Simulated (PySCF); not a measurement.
**C₂H₇NOSi: electronic excitations**

Aim: predict the electronic excitations of C₂H₇NOSi (`CO/C=N/[SiH3]`).

Computed with PySCF 2.14.0, with density-fitted response routines of our own, on a single molecule in the gas phase. Atoms are numbered from 0 throughout.

## (1) The molecule as given

12 atoms, charge 0, multiplicity 1; geometry from: GFN2-xTB.

Bonds of the start (Å): C0–O1 1.42, O1–C2 1.33, C2–N3 1.25, N3–Si4 1.71, C0–H5 1.09, C0–H6 1.09, C0–H7 1.09, C2–H8 1.10, Si4–H9 1.46, Si4–H10 1.47, Si4–H11 1.46.

## (2) TDDFT and polarisability: CAM-B3LYP/def2-SVPD

Job settings and geometry (Å):

```
{"job": {"kind": "uv", "xc": "CAM-B3LYP", "basis": "def2-SVPD", "nstates": 8, "ntriplets": 3}, "charge": 0, "multiplicity": 1}
C      1.791654    -0.078082     1.206038
O      1.073752    -1.225115     0.779205
C     -0.005569    -0.991533     0.042688
N     -0.395468     0.152104    -0.278906
Si    -1.724533     0.722316    -1.198871
H      2.599805    -0.439470     1.837331
H      1.134560     0.591819     1.764227
H      2.189214     0.462852     0.344789
H     -0.478859    -1.945362    -0.222739
H     -2.461537     1.575034    -0.268700
H     -2.614697    -0.307792    -1.747841
H     -1.107123     1.482543    -2.283247
```

With the program's defaults for keys left out, this is: TDDFT CAM-B3LYP/def2-SVPD, vertical, gas phase, core orbitals frozen in the response.

Command:

```console
$ OMP_NUM_THREADS=1 python probes_run.py task.json out
```

This one command runs all jobs of the session in turn.

Predict these results of the whole session: lowest singlet (CAM-B3LYP/def2-SVPD); brightest single state of those computed; lowest triplet.

**Answer**, as computed:

```
                                quantity                        value
    lowest singlet (CAM-B3LYP/def2-SVPD)  5.50 eV (225 nm), f = 0.000
brightest single state of those computed  state 3, 7.37 eV, f = 0.337
                          lowest triplet                      5.00 eV
```

**Reading.** The first singlet state (HOMO→LUMO+1 0.96) lies at 5.50 eV and is dark; of the 8 states computed, the strongest absorption comes from states 3 to 4 together at 7.37 eV. The lowest triplet lies 0.50 eV below the lowest singlet (triplets in Tamm-Dancoff, singlets in full TDDFT).
